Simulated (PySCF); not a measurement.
# C2H6Se (SeMe2): the cost of one run

Programs: PySCF 2.14.0, with routines of our own; each step states its level. All values are computed. Atoms count from 0.

## (1) The system as given

9 atoms, charge 0, multiplicity 1; geometry from: GFN2-xTB.

## (2) Relaxing the molecule at PBE0-D3(BJ)/def2-SVP

What the job is given:

```
{"job": {"xc": "PBE0", "basis": "def2-SVP", "d3": "d3bj", "grid": 1, "maxiter": 30, "kind": "geom"}, "charge": 0, "multiplicity": 1}
Se    -0.000170    -0.000900    -1.301860
C      1.460270    -0.014980    -0.006060
H      1.395910    -0.918220     0.596060
H      1.389050     0.869340     0.623050
H      2.394000    -0.003240    -0.560630
C     -1.460380     0.015350    -0.006030
H     -1.399280     0.920840     0.593370
H     -1.386750    -0.867120     0.625100
H     -2.392660    -0.001060    -0.563000
```

The run is started by

```bash
$ OMP_NUM_THREADS=1 python heavy_run.py task.json out
```

This one command runs all jobs of the session in turn.

**Question.** How long does this first job take on 1 thread of Intel Xeon Platinum 8375C at 2.90GHz, shared host, and how much memory does it need?

About 12 s, with a peak of 0.35 GiB.
